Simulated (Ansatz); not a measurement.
# CH4O2Si: the cost of one run

Program: Ansatz 0.2.0. Level of theory: RKS r2SCAN/STO-3G. These are calculated values, not measurements.

## 1. The system as given

Bond lengths: O1–C2 1.405 Å, C2–Si3 1.764 Å, Si3–O4 1.625 Å, O1–H5 0.960 Å, C2–H6 1.083 Å, Si3–H7 1.444 Å, O4–H8 0.952 Å. Angles: O1–C2–Si3 125.9°, O1–C2–H6 108.5°, Si3–C2–H6 121.7°, C2–O1–H5 109.2°, C2–Si3–O4 123.0°, C2–Si3–H7 132.2°, O4–Si3–H7 101.6°, Si3–O4–H8 122.8°.

As a file:

```xyz
8

O    -0.9333    1.9145   -0.2591
C    -0.6660    0.6405    0.2694
Si    0.6253   -0.4440   -0.2495
O     0.8586   -1.9162    0.3976
H    -0.6562    1.9401   -1.1775
H    -1.0883    0.5857    1.2650
H     1.3675   -0.5472   -1.4838
H     0.4925   -2.1734    1.2378
```

## 2. Relaxing the start

input.yaml reads:

```yaml
crystal:
  periodic: [false, false, false]
  atoms:
    - { symbol: O, position_ang: [-0.93334, 1.91452, -0.25913] }
    - { symbol: C, position_ang: [-0.666, 0.64046, 0.26942] }
    - { symbol: Si, position_ang: [0.6253, -0.44395, -0.24948] }
    - { symbol: O, position_ang: [0.85858, -1.91621, 0.39764] }
    - { symbol: H, position_ang: [-0.65619, 1.94014, -1.1775] }
    - { symbol: H, position_ang: [-1.08834, 0.58568, 1.26501] }
    - { symbol: H, position_ang: [1.36748, -0.54721, -1.48376] }
    - { symbol: H, position_ang: [0.4925, -2.17343, 1.2378] }
basis:
  gaussian: { orbitals: STO-3G }
hamiltonian:
  xc: r2scan
relax:
  f_tol: 0.02
  max_steps: 40
```

The run is started by

```console
> ansatz run input.yaml --threads 1 --pin off --max-ram 2048MiB --backend cpu --events-out ev --progress --plain --runs-dir out
```

**Question.** How long does this run take on 1 thread of Arm Neoverse V1, shared host, and how much memory does it need?

About 20 s, with a peak of 0.13 GiB.
